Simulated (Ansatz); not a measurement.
I need a single point in a Gaussian basis of H4Se2Si, SMILES [SeH][SiH2][SeH]. Use Ansatz's Python interface. Level of theory: Hartree-Fock, cc-pVDZ basis, multiplicity 1.

```yaml
atoms:
  - { symbol: Se, position_ang: [-1.8550, -0.3686, 0.4018] }
  - { symbol: Si, position_ang: [0.1316, 0.6599, 0.1245] }
  - { symbol: Se, position_ang: [1.6001, -0.8820, -0.6407] }
  - { symbol: H, position_ang: [-1.8506, -0.6974, -1.1010] }
  - { symbol: H, position_ang: [0.0294, 1.7492, -0.8693] }
  - { symbol: H, position_ang: [0.5913, 1.2151, 1.4148] }
  - { symbol: H, position_ang: [1.4144, -1.7443, 0.6242] }
```

`energy_h4se2si.py`:
```python
"""Single point of H4Se2Si."""

from pathlib import Path

import ansatz as az
import numpy as np

params = {
    "basis_set": "cc-pVDZ",
    "xc": "hf",
}

GEOMETRY = """
Se   -1.85500   -0.36860    0.40180
Si    0.13160    0.65990    0.12450
Se    1.60010   -0.88200   -0.64070
H    -1.85060   -0.69740   -1.10100
H     0.02940    1.74920   -0.86930
H     0.59130    1.21510    1.41480
H     1.41440   -1.74430    0.62420
"""


def main() -> None:
    geometry = az.Crystal.molecule()
    for line in GEOMETRY.strip().splitlines():
        symbol, *xyz = line.split()
        geometry = geometry.atom(symbol, [float(v) for v in xyz])

    model = (
        geometry.calculation()
        .basis(gaussian=params["basis_set"])
        .functional(params["xc"])
        .forces()
        .orbitals()
    )
    outcome = model.run(threads=1, runs_dir="runs")
    report = outcome.report

    print("reference energy %16.6f eV" % report["reference_energy_ev"])
    print("total energy     %16.6f eV" % report["free_energy_ev"])
    print("occupied orbitals outside the frozen core (up, down):", report["n_occupied"], " frozen:", report["n_frozen"], " virtual:", report["n_virtual"])

    symbols = [site.symbol for site in geometry.cartesian_sites]
    print("forces (eV/A)")
    for symbol, f in zip(symbols, report["forces_ev_ang"]):
        print(f"  {symbol:2s} {f[0]:9.4f} {f[1]:9.4f} {f[2]:9.4f}")

    charges = report["charge_distribution"]
    dipole = np.array(charges["dipole_moment_e_ang"]) * 4.803205
    print("dipole (D): {:.3f} {:.3f} {:.3f}, length {:.3f}".format(*dipole, np.linalg.norm(dipole)))
    print("atom  Mulliken   Lowdin")
    for symbol, m, l in zip(symbols, charges["mulliken_charges_e"], charges["lowdin_charges_e"]):
        print(f"{symbol:4s} {m:9.3f} {l:8.3f}")

    lines = Path(report["orbitals_path"]).read_text().splitlines()
    field_of = lambda key: [line.split("=")[1].strip() for line in lines if line.startswith(key)]
    orbitals = [(27.211386 * float(e), s, float(n)) for e, s, n in zip(field_of("Ene="), field_of("Spin="), field_of("Occup="))]
    homo = max(e for e, _, n in orbitals if n > 0.5)
    lumo = min(e for e, _, n in orbitals if n < 0.5)
    print(f"HOMO {homo:.3f} eV, LUMO {lumo:.3f} eV, gap {lumo - homo:.3f} eV")


if __name__ == "__main__":
    main()
```

```console
$ python energy_h4se2si.py
reference energy   -138531.212572 eV
total energy       -138531.212572 eV
occupied orbitals outside the frozen core (up, down): [43, 43]  frozen: 0  virtual: [49, 49]
forces (eV/A)
  Se   -0.6921   -0.4188   -1.4426
  Si    0.2628    0.5500    0.1638
  Se    0.4120   -1.1827    1.1094
  H    -0.1740    0.2249    1.5908
  H     0.0804   -0.0329   -0.1131
  H    -0.1229   -0.0175    0.1100
  H     0.2338    0.8771   -1.4183
dipole (D): 0.020 0.420 0.120, length 0.437
atom  Mulliken   Lowdin
Se      -0.206    0.109
Si       0.442   -0.059
Se      -0.215    0.101
H        0.067    0.000
H       -0.076   -0.074
H       -0.077   -0.075
H        0.066   -0.002
HOMO -9.288 eV, LUMO 2.924 eV, gap 12.212 eV
```

Notes:
- Total energies depend on the basis set; only differences at equal settings carry meaning.
- The geometry is a force-field or estimated start, not a minimum of this method, and the basis set is short of its limit.
- The Löwdin charges here are taken after orthogonalising the functions within each atom; they differ from plain Löwdin charges, and their signs can be unphysical.
- Levels such as HOMO and LUMO are orbital energies: in Hartree-Fock the gap is too wide and the LUMO hangs on the basis.
- Finished in 3.1 s on 1 thread of Arm Neoverse V2 (shared host), peak memory 0.3 GiB.
